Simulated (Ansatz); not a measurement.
# NaCl: a single-point run

The task is a single-point run on NaCl. The structure is shown as the input types it.

The COD entry's cell or inner coordinates are ideal or old and differ from later refinements, so a difference from it is no clean test against experiment.

Method: density functional or hybrid calculation with the settings of its input, plane waves (as first typed), in Ansatz 0.2.0.

2 further runs of the same task are left out: 2 that didn't finish. Runs told in other sessions of the task aren't counted.

### Step 1. The starting structure

The structure is cubic, space group Fm-3m (No. 225). Conventional cell: a = 5.605 Å, b = 5.605 Å, c = 5.605 Å, α = 90.00°, β = 90.00°, γ = 90.00°. Na (site symmetry m-3m) is surrounded by 6 Cl at 2.80 Å. Around Cl (site symmetry m-3m) lie 6 Na at 2.80 Å.

Coordinates:

```
Na Cl
1.0
     0.00000    2.80273    2.80273
     2.80273    0.00000    2.80273
     2.80273    2.80273    0.00000
Na Cl
1 1
Direct
  0.00000 0.00000 0.00000
  0.50000 0.50000 0.50000
```

### Step 2. Running it

input.yaml

```yaml
crystal:
  lattice:
    - [0.0, 2.8027319616, 2.8027319616]
    - [2.8027319616, 0.0, 2.8027319616]
    - [2.8027319616, 2.8027319616, 0.0]
  atoms:
    - { symbol: Na, position: [0.0, 0.0, 0.0] }
    - { symbol: Cl, position: [0.5, 0.5, 0.5] }
kpoints:
  mp_grid: { grid: [6, 6, 6] }
hamiltonian:
  xc: r2scan
scf:
  occupations: { method: fixed }
  n_extra_bands: 4
  convergence: { dr2_threshold: 0.01 }
  max_iter: 58
output:
  forces: true
  stress: true
  eigenvalues: true
```

Started as:

```console
$ ansatz run input.yaml --threads 4 --pin off --max-ram 3686MiB --backend cpu --events-out ev --progress --plain --runs-dir out
```

**Question.** How will this run end, and is anything wrong with its input?

This run ends as converged, with warnings (force scf threshold loose, stress scf threshold loose). Its log warns: «scf.convergence.dr2_threshold = 1e-2 eV is looser than this run's default, which is 1e-7 eV or tighter. The error in the forces grows as the threshold's square root ...»

The threshold asked is loose, but the program put off the close and ended at dr2 = 2.8e-9, so little accuracy was lost here.

The test: delete scf.convergence.dr2_threshold (the default then holds).
